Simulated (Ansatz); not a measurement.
**TiOs3 (Pm-3m): test of the smearing width**

How much does the smearing width move the energy of TiOs3 (Pm-3m)? Aim: a test of the smearing width, for TiOs3 (Pm-3m), run from a script.

Program: Ansatz 0.2.0, driven from Python. Level of theory: DFT PBE, plane waves, PAW. These are calculated values, not measurements.

### Step 1. The structure

The structure is cubic, space group Pm-3m (No. 221). Conventional cell: a = 3.888 Å, b = 3.888 Å, c = 3.888 Å, α = 90.00°, β = 90.00°, γ = 90.00°. Around Ti (site symmetry m-3m) lie 12 Os at 2.75 Å. Around Os (site symmetry 4/mmm) lie 4 Ti at 2.75 Å and 8 Os at 2.75 Å.

No structure file is read: the coordinates are typed or built in the script.

### Step 2. Script

File run_smear.py:

```python
"""Smearing width test for TiOs3."""

import warnings

import ansatz
from tabulate import tabulate


def main() -> None:
    warnings.simplefilter("ignore", ansatz.DeckWarning)

    xtal = (
        ansatz.Lattice.of((3.88773, 0.0, 0.0), (0.0, 3.88773, 0.0), (0.0, 0.0, 3.88773))
        .atom("Ti", (0.0, 0.0, 0.0))
        .atom("Os", (0.5, 0.5, 0.0))
        .atom("Os", (0.5, 0.0, 0.5))
        .atom("Os", (0.0, 0.5, 0.5))
    )

    calc = xtal.calculation()
    calc = calc.kpoints(6, 6, 6).basis(17 * ansatz.Ha)
    calc = calc.stress()

    rows = []
    for value in [0.3, 0.2, 0.1, 0.05]:
        rep = calc.occupations("fermi_dirac", width=value).run().report
        rows.append((value, rep["free_energy_ev"] / len(rep["lattice"]["sites"]), rep["n_iterations"], sum(rep["stress_gpa"][i][i] for i in range(3)) / 3, rep["n_kpoints"]))

    print(tabulate(rows, headers=["width (eV)", "F/atom (eV)", "iterations", "P (GPa)", "k-points"], floatfmt=".4f", tablefmt="plain"))

    # the last row is the reference
    for row in rows[:-1]:
        shift = 1000 * (row[1] - rows[-1][1])
        print(f"{row[0]}: {shift:+.2f} meV/atom" + ("  (within 1 meV)" if abs(shift) < 1 else ""))


if __name__ == "__main__":
    main()
```

### Step 3. What the engine is handed

The package turns the script's settings into the engine's input (first run):

```yaml
crystal:
  lattice:
    - [3.88773, 0.0, 0.0]
    - [0.0, 3.88773, 0.0]
    - [0.0, 0.0, 3.88773]
  atoms:
    - { symbol: Ti, position: [0.0, 0.0, 0.0] }
    - { symbol: Os, position: [0.5, 0.5, 0.0] }
    - { symbol: Os, position: [0.5, 0.0, 0.5] }
    - { symbol: Os, position: [0.0, 0.5, 0.5] }
basis:
  ecutwfc: 462.593566181796
kpoints:
  mp_grid:
    grid: [6, 6, 6]
scf:
  occupations:
    method: fermi_dirac
    width: 0.3
output:
  stress: true
```

### Step 4. The run

Command:

```
$ python run_smear.py
```

**Question.** How much does the free energy per atom change between the narrowest and the widest smearing, and why?

**Answer**, as computed:

| quantity | value |
| --- | --- |
| runs compared | 4 |
| last run but one, from the last | -12.98 meV/atom |
| within 5 meV/atom of the last run from | no earlier run |

Going from 0.05 to 0.3 eV changes F by -151.0 meV an atom. With this scheme F falls roughly as the square of the width; the report's estimate for zero width (energy_sigma0_ev) moves by only -3.0 meV. The pressure moves from -1.31 to 0.80 GPa. The run is spin-unpolarised. The mesh is modest for a metal, so energies can be off by several to tens of meV an atom and pressures by half a GPa or more; differences at equal mesh fare better. The smearing is wide enough that free energy and stress hold a thermal part of the electrons. The narrowest width needs the finest mesh, so the last row is no converged reference. Pressure is positive in compression. Spin-orbit coupling, which matters for elements this heavy, is left out. No functional is typed, so the default, PBE, holds. This cell is a computed structure, which may not be the phase found in nature.
